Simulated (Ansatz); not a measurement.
**Si₂H₅O₃F: basis-set convergence**

Aim: see how fast density functionals converge with the basis set for Si₂H₅O₃F.

Program: Ansatz 0.2.0, Gaussian basis. Level of theory: one geometry, several basis sets. These are calculated values, not measurements.

Plan: PBE0-D4/def2-SVP; ωB97M-V/def2-SVP; PBE0-D4/def2-QZVPP; ωB97M-V/def2-QZVPP; the functionals' def2-TZVPP values are taken from earlier runs.

**1. Structure used throughout**

All runs share one geometry, relaxed beforehand with PBE0-D4/def2-TZVP.

SMILES `O[Si](O)(F)O[SiH3]`, 11 atoms, charge 0, spin multiplicity 1.

Atoms are counted from 1 here; the program's logs count them from 0.

Bond lengths: O1–Si2 1.623 Å, O1–H7 0.958 Å, Si2–O3 1.618 Å, Si2–F4 1.588 Å, Si2–O5 1.606 Å, O3–H8 0.958 Å, O5–Si6 1.641 Å, Si6–H9 1.483 Å, Si6–H10 1.484 Å, Si6–H11 1.484 Å. Angles: Si2–O1–H7 118.5°, O1–Si2–O3 108.8°, O1–Si2–F4 108.0°, O1–Si2–O5 113.6°, O3–Si2–F4 111.4°, O3–Si2–O5 108.2°, F4–Si2–O5 106.8°, Si2–O3–H8 118.4°, Si2–O5–Si6 145.4°, O5–Si6–H9 107.5°, O5–Si6–H10 110.2°, O5–Si6–H11 110.1°, H9–Si6–H10 109.7°, H9–Si6–H11 109.8°, H10–Si6–H11 109.6°.

**2. PBE0-D4 in def2-SVP**

Contents of in.yaml:

```yaml
crystal:
  periodic: [false, false, false]
  atoms:
    - {symbol: O, position_ang: [-0.061734, -0.240347, 2.278161]}
    - {symbol: Si, position_ang: [-0.032579, -0.801166, 0.755342]}
    - {symbol: O, position_ang: [-1.553954, -1.045396, 0.260168]}
    - {symbol: F, position_ang: [0.804821, -2.150192, 0.745680]}
    - {symbol: O, position_ang: [0.678304, 0.194842, -0.284222]}
    - {symbol: Si, position_ang: [0.454418, 1.197438, -1.564136]}
    - {symbol: H, position_ang: [0.746326, -0.268734, 2.791491]}
    - {symbol: H, position_ang: [-2.173631, -1.443895, 0.871919]}
    - {symbol: H, position_ang: [1.744554, 1.879700, -1.825638]}
    - {symbol: H, position_ang: [-0.589744, 2.204430, -1.249684]}
    - {symbol: H, position_ang: [0.048719, 0.416221, -2.758582]}
basis:
  gaussian: {orbitals: def2-SVP}
hamiltonian: {xc: pbe0, dispersion: d4}
output: {orbitals: {seedname: orbitals}}
```

Launch:

```bash
$ ansatz run in.yaml --threads 4 --pin off --events-out ev --progress --plain --max-ram 10444MiB
```

Further steps of the session: ωB97M-V in def2-SVP; PBE0-D4 in def2-QZVPP; ωB97M-V in def2-QZVPP.

**Question.** What will the summary of the whole plan be? Wanted: PBE0-D4: double and triple zeta above quadruple; ωB97M-V: double and triple zeta above quadruple.

As calculated:

| quantity | value |
| --- | --- |
| PBE0-D4: double and triple zeta above quadruple | 18.58, 1.10 eV |
| ωB97M-V: double and triple zeta above quadruple | 18.72, 1.02 eV |

In words: For PBE0-D4 the step from double to triple zeta gains 17.48 eV and the next only 1.10 eV. Total energies overstate the basis error of differences, where much of it tends to cancel. The LUMO of ωB97M-V is positive and keeps falling with the basis (2.39 to 1.08 eV): an unbound level that the basis holds in place.
